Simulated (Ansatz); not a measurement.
**CH8AlSbSi: small, medium and large basis sets**

An exercise on one series of results from a longer session: the logs are not shown, and one member is left open.

Program: Ansatz 0.2.0, Gaussian basis. Level of theory: one geometry, several basis sets. These are calculated values, not measurements.

The runs, in order: PBE0-D4/def2-SVP; ωB97M-V/def2-SVP; PBE0-D4/def2-QZVPP; ωB97M-V/def2-QZVPP; the functionals' def2-TZVPP values are taken from earlier runs.

**The relaxed structure**

An earlier PBE0-D4 in a triple-zeta def2 set relaxation fixed the geometry. Sb takes the def2 core potential; no spin-orbit term is included.

SMILES `[CH3][AlH][SiH2][SbH2]`, 12 atoms, charge 0, spin multiplicity 1.

Atoms are counted from 1 here; the program's logs count them from 0.

Bond lengths: C1–Al2 1.955 Å, C1–H5 1.093 Å, C1–H6 1.093 Å, C1–H7 1.095 Å, Al2–Si3 2.413 Å, Al2–H8 1.590 Å, Si3–Sb4 2.624 Å, Si3–H9 1.488 Å, Si3–H10 1.487 Å, Sb4–H11 1.763 Å, Sb4–H12 1.709 Å. Angles: Al2–C1–H5 111.7°, Al2–C1–H6 111.9°, Al2–C1–H7 109.9°, H5–C1–H6 108.3°, H5–C1–H7 107.4°, H6–C1–H7 107.5°, C1–Al2–Si3 119.9°, C1–Al2–H8 124.9°, Si3–Al2–H8 115.0°, Al2–Si3–Sb4 77.6°, Al2–Si3–H9 123.9°, Al2–Si3–H10 124.4°, Sb4–Si3–H9 105.4°, Sb4–Si3–H10 104.7°, H9–Si3–H10 109.3°, Si3–Sb4–H11 87.6°, Si3–Sb4–H12 90.4°, H11–Sb4–H12 89.0°.

The first run:

in.yaml reads:

```yaml
crystal:
  periodic: [false, false, false]
  atoms:
    - {symbol: C, position_ang: [-0.966244, 1.728616, 0.178395]}
    - {symbol: Al, position_ang: [-0.869716, -0.081554, -0.554803]}
    - {symbol: Si, position_ang: [1.271053, -1.037063, -1.125957]}
    - {symbol: Sb, position_ang: [0.921257, -1.868300, 1.337744]}
    - {symbol: H, position_ang: [-1.745708, 1.815273, 0.939663]}
    - {symbol: H, position_ang: [-0.017659, 2.039874, 0.622206]}
    - {symbol: H, position_ang: [-1.205884, 2.441192, -0.617967]}
    - {symbol: H, position_ang: [-2.127200, -0.985351, -0.915215]}
    - {symbol: H, position_ang: [1.438323, -2.271637, -1.938690]}
    - {symbol: H, position_ang: [2.558827, -0.293374, -1.092925]}
    - {symbol: H, position_ang: [-0.692647, -1.162777, 1.266491]}
    - {symbol: H, position_ang: [1.512698, -0.380000, 1.935157]}
basis:
  gaussian: {orbitals: def2-SVP}
hamiltonian: {xc: pbe0, dispersion: d4}
output: {orbitals: {seedname: orbitals}}
```

On the command line:

```console
$ ansatz run in.yaml --threads 4 --pin off --events-out ev --progress --plain --max-ram 10444MiB
```

Among the steps run: PBE0-D4 in def2-SVP; ωB97M-V in def2-SVP; PBE0-D4 in def2-QZVPP; ωB97M-V in def2-QZVPP.

One table of the session follows, with a row left open; its other results are not shown here.

It belongs to the step «Functionals by basis». 

```
functional       basis  HOMO (eV)
   PBE0-D4    def2-SVP      -6.56
   PBE0-D4  def2-TZVPP      -6.55
   PBE0-D4  def2-QZVPP      -6.55
   ωB97M-V    def2-SVP          ?
   ωB97M-V  def2-TZVPP      -8.39
   ωB97M-V  def2-QZVPP      -8.40
```

**Question.** Estimate the row for ωB97M-V, def2-SVP.

**Answer.** HOMO (eV): -8.38. In the column «HOMO (eV)» it lies between ωB97M-V, def2-TZVPP (-8.39) and PBE0-D4, def2-SVP (-6.56).
